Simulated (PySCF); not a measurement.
# C4H8BF: the cost of one run

Programs: PySCF 2.14.0, with routines of our own; each step states its level. All values are computed. Atoms count from 0.

## 1. The starting structure

14 atoms, charge 0, multiplicity 1; geometry from: GFN2-xTB.

## 2. Circular dichroism and optical rotation: TDDFT CAM-B3LYP/def2-SVPD

Job settings and geometry (Å):

```
{"job": {"kind": "ecd", "xc": "CAM-B3LYP", "basis": "def2-SVPD", "nstates": 8}, "charge": 0, "multiplicity": 1}
B      1.749546    -1.111596     0.798623
C      0.289078    -0.546185     0.904730
C     -0.035109     0.646843     0.031394
C     -1.465079     0.949944    -0.336598
C     -0.516215     0.429794    -1.368332
F     -0.695255    -0.854136    -1.802906
H      2.029082    -2.059459     1.422208
H      2.553737    -0.597772     0.125121
H     -0.413700    -1.352353     0.671792
H      0.078454    -0.287567     1.948809
H      0.623449     1.495124     0.174074
H     -2.222916     0.264574     0.011836
H     -1.795964     1.974146    -0.411908
H     -0.179788     1.048171    -2.191010
```

Method: TDDFT CAM-B3LYP/def2-SVPD circular dichroism and optical rotation, one conformer, gas phase.

Command:

```
OMP_NUM_THREADS=1 python excited_run.py task.json out
```

The driver reads the jobs from task.json and runs them one after another.

**Question.** How long does this job take on 1 thread of Arm Neoverse V1, shared host, and how much memory does it need?

About 38 s, with a peak of 0.86 GiB.
